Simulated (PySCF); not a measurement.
# GaN₂: a ladder of methods

Aim: at the PBE0 minimum of quartet GaN₂, found before, compare methods on energies and levels.

Program: PySCF 2.14.0. Level of theory: several methods, basis Ga def2-TZVP, N def2-TZVP, no relativity, density fitting. These are calculated values, not measurements.

### 1 Where the work starts

3 atoms, charge 0, spin multiplicity 4.

Bond lengths: Ga1–N2 1.807 Å, Ga1–N3 1.807 Å. Angles: N2–Ga1–N3 180.0°.

Z-matrix (Å, degrees; charge 0 multiplicity 4):
```
Ga
N  1 1.8066
N  1 1.8066 2 180.00
```

### 2 PBE0

The steps are one call of a driver around PySCF; scf.py gives each level's set-up. Each SCF starts from the density of the minimum. The driver also runs the species with one electron less or more at the same geometry (one less: multiplicity 5, one more: multiplicity 3); their logs are not shown.

Input file scf.py:

```python
from pyscf import gto, scf, dft
mol = gto.M(atom='''
Ga     0.000000     0.000000    -0.000000
N      0.000000     0.000000     1.806589
N     -0.000000     0.000000    -1.806589''',
    basis={'Ga': 'def2-TZVP', 'N': 'def2-TZVP'},
    charge=0, spin=3)
mf = dft.UKS(mol, xc='PBE0')
mf.grids.atom_grid = (75, 302)
aux = {'Ga': 'def2-universal-JKFIT', 'N': 'def2-universal-JKFIT'}
mf = mf.density_fit(auxbasis=aux)
mf.conv_tol = 1e-08
mf.diis_space = 10
mf.max_cycle = 60
mf.verbose = 4
mf.kernel()
```

Launch:

```bash
OMP_NUM_THREADS=2 python axn.py task.json out
```

### 3 HF

Edit scf.py of step 2 so:

```diff
@@ -8,2 +8 @@
-mf = dft.UKS(mol, xc='PBE0')
-mf.grids.atom_grid = (75, 302)
+mf = scf.UHF(mol)
```

### 4 PBE

Edit scf.py of step 3 so:

```diff
@@ -8 +8,2 @@
-mf = scf.UHF(mol)
+mf = dft.UKS(mol, xc='PBE')
+mf.grids.atom_grid = (75, 302)
```

### 5 CCSD(T)

Edit scf.py of step 4 so:

```diff
@@ -8,2 +8 @@
-mf = dft.UKS(mol, xc='PBE')
-mf.grids.atom_grid = (75, 302)
+mf = scf.UHF(mol)
@@ -16,0 +16,3 @@
+from pyscf import cc
+mycc = cc.CCSD(mf, frozen=11).run()
+mycc.ccsd_t()
```

### 6 r2SCAN

Edit scf.py of step 5 so:

```diff
@@ -8 +8,2 @@
-mf = scf.UHF(mol)
+mf = dft.UKS(mol, xc='R2SCAN')
+mf.grids.atom_grid = (90, 434)
@@ -16,3 +16,0 @@
-from pyscf import cc
-mycc = cc.CCSD(mf, frozen=11).run()
-mycc.ccsd_t()
```

### 7 B3LYP

Edit scf.py of step 6 so:

```diff
@@ -8,2 +8,2 @@
-mf = dft.UKS(mol, xc='R2SCAN')
-mf.grids.atom_grid = (90, 434)
+mf = dft.UKS(mol, xc='B3LYP')
+mf.grids.atom_grid = (75, 302)
```

### 8 TPSSh

Edit scf.py of step 7 so:

```diff
@@ -8,2 +8,2 @@
-mf = dft.UKS(mol, xc='B3LYP')
-mf.grids.atom_grid = (75, 302)
+mf = dft.UKS(mol, xc='TPSSH')
+mf.grids.atom_grid = (90, 434)
```

### 9 MN15

Edit scf.py of step 8 so:

```diff
@@ -8 +8 @@
-mf = dft.UKS(mol, xc='TPSSH')
+mf = dft.UKS(mol, xc='MN15')
```

### 10 M06-2X

Edit scf.py of step 9 so:

```diff
@@ -8 +8 @@
-mf = dft.UKS(mol, xc='MN15')
+mf = dft.UKS(mol, xc='M062X')
```

(Steps that only read results are left out.)

**Question.** What will these runs give? Wanted: atomisation energy, CCSD(T) in this basis; vertical ionisation energy, CCSD(T); vertical electron affinity, CCSD(T); orbital gap, range; T1, D1; T1, D1 of the cation; T1, D1 of the anion.

The runs gave:

| quantity | value |
| --- | --- |
| atomisation energy, CCSD(T) in this basis | 312 kJ/mol |
| vertical ionisation energy, CCSD(T) | 8.89 eV |
| vertical electron affinity, CCSD(T) | 2.72 eV |
| orbital gap, range | 0.35 (PBE) to 6.83 (HF) eV |
| T1, D1 | 0.053, 0.291 |
| T1, D1 of the cation | 0.018, 0.057 |
| T1, D1 of the anion | 0.073, 0.296 |

What this shows: In atomisation energy the functionals lie from +16 kJ/mol (M06-2X) to +154 kJ/mol (PBE) against CCSD(T). In a basis of this size CCSD(T) binds too weakly, often by tens of kJ/mol, while functionals are nearer their limits, so this ranks no functional. HF lacks the correlation that pairing electrons in bonds brings, so it binds too weakly, by 344 kJ/mol even against this CCSD(T). For the vertical ionisation energy, TPSSh comes nearest to CCSD(T) (+0.01 eV) and HF is farthest (-1.81 eV). CCSD(T) took 22 min, about 50 times as long as TPSSh (28 s), which misses it by 0.01 eV. Against CCSD(T), the vertical electron affinity is best met by MN15 (-0.00 eV) and worst by HF (-1.65 eV). PBE's −ε(HOMO), 6.2 eV, falls 2.7 eV short of the ionisation energy, while its energy difference gives 9.4 eV. T1 of the anion is large, so the CCSD(T) value that rests on it is in doubt and small misses rank nothing. T1 is large, so single-reference CCSD(T) is itself in doubt here. Spin contamination is strong in at least one of the open-shell species at HF, CCSD(T). Without diffuse functions electron affinities tend to come out too low.
